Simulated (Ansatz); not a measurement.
# CH₂AlClO: a ladder of functionals and wavefunction methods

One table from this session's results is given with a row withheld; the runs are named, their logs left out.

Program: Ansatz 0.2.0, Gaussian basis. Level of theory: functionals in def2-TZVPP, the program's frozen cores in correlated methods. These are calculated values, not measurements.

Plan: LDA (SPW92), PBE-D4, revPBE-D4, BLYP-D4, r2SCAN-D4, B97M-V, PBE0-D4, B3LYP-D4, r2SCANh-D4, r2SCAN0-D4, HSE06-D4, BHLYP-D4, CAM-B3LYP-D4, LC-ωPBE, ωB97X-V, ωB97M-V, B2PLYP, PBE-QIDH; CCSD(T)/def2-SVP; CCSD(T)/def2-TZVPP; MP2/def2-QZVPP; extrapolation to the limit; RPA on PBE.

## Structure used throughout

All runs share one geometry, relaxed beforehand with PBE0-D4 in a triple-zeta def2 set.

SMILES `[Cl][Al]1[CH2][O]1`, 6 atoms, charge 0, spin multiplicity 1.

Atoms are counted from 1 here; the program's logs count them from 0.

Bond lengths: Cl1–Al2 2.065 Å, Al2–C3 1.870 Å, Al2–O4 1.694 Å, C3–O4 1.500 Å, C3–H5 1.090 Å, C3–H6 1.090 Å. Angles: Cl1–Al2–C3 170.3°, Cl1–Al2–O4 140.3°, C3–Al2–O4 49.5°, Al2–C3–O4 59.1°, Al2–C3–H5 123.5°, Al2–C3–H6 123.5°, O4–C3–H5 112.5°, O4–C3–H6 112.5°, H5–C3–H6 111.3°, Al2–O4–C3 71.4°.

As a file:

```
Cl   -2.1208   -2.1493    0.4468
Al   -0.6829   -0.7070    0.1038
C     0.6244    0.6303    0.1088
O     0.1418    0.0306   -1.1786
H     1.6819    0.4377    0.2883
H     0.3977    1.6935    0.1847
```

The first run:

File in.yaml:

```yaml
crystal:
  periodic: [false, false, false]
  atoms:
    - {symbol: Cl, position_ang: [-2.120755, -2.149256, 0.446810]}
    - {symbol: Al, position_ang: [-0.682921, -0.707001, 0.103800]}
    - {symbol: C, position_ang: [0.624389, 0.630282, 0.108767]}
    - {symbol: O, position_ang: [0.141768, 0.030611, -1.178593]}
    - {symbol: H, position_ang: [1.681917, 0.437727, 0.288273]}
    - {symbol: H, position_ang: [0.397702, 1.693535, 0.184744]}
basis:
  gaussian: {orbitals: def2-TZVPP}
hamiltonian: {xc: lda}
output: {orbitals: {seedname: orbitals}}
```

Run with:

```bash
$ ansatz run in.yaml --threads 2 --pin off --events-out ev --progress --plain --max-ram 4352MiB
```

Among the steps run: LDA; PBE-D4 (GGA); revPBE-D4 (GGA); BLYP-D4 (GGA); r2SCAN-D4 (meta-GGA); B97M-V (meta-GGA); B3LYP-D4 (hybrid); r2SCANh-D4 (hybrid); r2SCAN0-D4 (hybrid); HSE06-D4 (hybrid); BHLYP-D4 (hybrid); CAM-B3LYP-D4 (range-separated); LC-ωPBE (range-separated); ωB97X-V (range-separated); ωB97M-V (range-separated); B2PLYP (double hybrid); PBE-QIDH (double hybrid).

One table of the session follows, with a row left open; its other results are not shown here.

It belongs to the step «Orbital energies across the functionals». 

| functional | HOMO (eV) | LUMO (eV) | gap (eV) |
| --- | --- | --- | --- |
| LDA (SPW92) | -5.77 | -2.67 | 3.11 |
| PBE-D4 | -5.59 | -2.40 | 3.19 |
| revPBE-D4 | ? | ? | ? |
| BLYP-D4 | -5.47 | -2.32 | 3.15 |
| r2SCAN-D4 | -5.79 | -2.03 | 3.75 |
| B97M-V | -5.83 | -2.14 | 3.69 |
| PBE0-D4 | -6.85 | -1.55 | 5.30 |
| B3LYP-D4 | -6.65 | -1.81 | 4.83 |
| r2SCANh-D4 | -6.26 | -1.75 | 4.52 |
| r2SCAN0-D4 | -6.98 | -1.33 | 5.65 |
| HSE06-D4 | -6.44 | -1.92 | 4.53 |
| BHLYP-D4 | -8.03 | -0.72 | 7.30 |
| CAM-B3LYP-D4 | -8.24 | -0.59 | 7.64 |
| LC-ωPBE | -9.55 | 0.63 | 10.19 |
| ωB97X-V | -9.20 | 0.48 | 9.68 |
| ωB97M-V | -9.09 | 0.21 | 9.29 |

Estimate the missing values for revPBE-D4.

**Answer.** HOMO (eV): -5.51; LUMO (eV): -2.27; gap (eV): 3.25. In the column «HOMO (eV)» it lies between PBE-D4 (-5.59) and BLYP-D4 (-5.47).
